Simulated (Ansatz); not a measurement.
# C6ClF5: taking an electron away

One table from this session's results is given with a row withheld; the runs are named, their logs left out.

Computed with Ansatz 0.2.0, Gaussian basis. Level: unrestricted cation, the program's frozen cores in correlated methods.

Plan: UKS PBE-D4/def2-TZVPP; UKS r2SCAN-D4/def2-TZVPP; UKS PBE0-D4/def2-TZVPP; UKS B3LYP-D4/def2-TZVPP; UKS wB97X-V/def2-TZVPP; UKS wB97M-V/def2-TZVPP; UKS B2PLYP/def2-TZVPP; UHF-CCSD(T)/def2-TZVPP; UHF-MP2/def2-QZVPP; extrapolation to the limit; then −ε(HOMO) from the neutral's earlier runs with LDA (SPW92), PBE-D4, revPBE-D4, BLYP-D4, r2SCAN-D4, B97M-V, PBE0-D4, B3LYP-D4, r2SCANh-D4, r2SCAN0-D4, HSE06-D4, BHLYP-D4, CAM-B3LYP-D4, LC-ωPBE, ωB97X-V, ωB97M-V.

**Structure used throughout**

An earlier PBE0-D4 in a triple-zeta def2 set relaxation fixed the geometry.

SMILES `Fc1c(F)c(F)c(Cl)c(F)c1F`, 12 atoms, charge 0, spin multiplicity 1.

Atoms are counted from 1 here; the program's logs count them from 0.

Bond lengths: F1–C2 1.321 Å, C2–C3 1.385 Å, C2–C11 1.385 Å, C3–F4 1.323 Å, C3–C5 1.384 Å, C5–F6 1.321 Å, C5–C7 1.388 Å, C7–Cl8 1.704 Å, C7–C9 1.388 Å, C9–F10 1.321 Å, C9–C11 1.384 Å, C11–F12 1.323 Å. Angles: F1–C2–C3 120.0°, F1–C2–C11 120.0°, C3–C2–C11 119.9°, C2–C3–F4 119.9°, C2–C3–C5 119.9°, F4–C3–C5 120.2°, C3–C5–F6 118.9°, C3–C5–C7 120.7°, F6–C5–C7 120.4°, C5–C7–Cl8 120.6°, C5–C7–C9 118.9°, Cl8–C7–C9 120.6°, C7–C9–F10 120.4°, C7–C9–C11 120.7°, F10–C9–C11 118.9°, C2–C11–C9 119.9°, C2–C11–F12 119.9°, C9–C11–F12 120.2°.

The first run:

The input, in.yaml:

```yaml
crystal:
  periodic: [false, false, false]
  atoms:
    - {symbol: F, position_ang: [-0.368029, -1.948363, -1.887050]}
    - {symbol: C, position_ang: [-0.187330, -1.010321, -0.975011]}
    - {symbol: C, position_ang: [-0.919051, 0.164274, -1.034409]}
    - {symbol: F, position_ang: [-1.798699, 0.345451, -2.005210]}
    - {symbol: C, position_ang: [-0.726959, 1.145375, -0.076618]}
    - {symbol: F, position_ang: [-1.435081, 2.258296, -0.151486]}
    - {symbol: C, position_ang: [0.193530, 0.966788, 0.947294]}
    - {symbol: Cl, position_ang: [0.426603, 2.176702, 2.123671]}
    - {symbol: C, position_ang: [0.920791, -0.214870, 0.995944]}
    - {symbol: F, position_ang: [1.804541, -0.416068, 1.957266]}
    - {symbol: C, position_ang: [0.734045, -1.200384, 0.041631]}
    - {symbol: F, position_ang: [1.432536, -2.321983, 0.098076]}
basis:
  gaussian: {orbitals: def2-TZVPP}
total_charge: 1
magnetization: {spin_polarized: true, initial_magnetization: 1}
hamiltonian: {xc: pbe, dispersion: d4}
```

On the command line:

```console
$ ansatz run in.yaml --threads 4 --pin off --events-out ev --progress --plain --max-ram 63488MiB --backend cuda --devices 0, --max-vram 37GiB
```

Among the steps run: Cation, UKS PBE-D4/def2-TZVPP; Cation, UKS r2SCAN-D4/def2-TZVPP; Cation, UKS PBE0-D4/def2-TZVPP; Cation, UKS B3LYP-D4/def2-TZVPP; Cation, UKS wB97X-V/def2-TZVPP; Cation, UKS wB97M-V/def2-TZVPP; Cation, UKS B2PLYP (frozen core)/def2-TZVPP; Cation, UHF-CCSD(T)/def2-TZVPP; Cation, UHF-MP2/def2-QZVPP.

One table of the session follows, with a row left open; its other results are not shown here.

It belongs to the step «Ionisation energies side by side». Orbital estimates, from the neutral's runs:

```
  functional  −ε(HOMO) (eV)
 LDA (SPW92)           6.77
      PBE-D4           6.53
   revPBE-D4           6.43
     BLYP-D4           6.39
   r2SCAN-D4              ?
      B97M-V           6.82
     PBE0-D4           7.75
    B3LYP-D4           7.55
  r2SCANh-D4           7.24
  r2SCAN0-D4           7.92
    HSE06-D4           7.36
    BHLYP-D4           8.83
CAM-B3LYP-D4           9.04
     LC-ωPBE          10.27
     ωB97X-V           9.92
     ωB97M-V           9.81
```

Q: Estimate the row for r2SCAN-D4 from the others.

Worked estimate for «−ε(HOMO) (eV)». Against the share of exact exchange, r2SCANh-D4 (0.1, 7.24), r2SCAN0-D4 (0.25, 7.92) give a slope of 4.53 per unit share; at 0 the line stands at 6.79.

As computed: −ε(HOMO) (eV): 6.79. In «−ε(HOMO) (eV)» the line misses by 0.00.

Caveats from the session: The cation may have settled in a state other than its lowest; no search over hole states beyond the program's own was made.
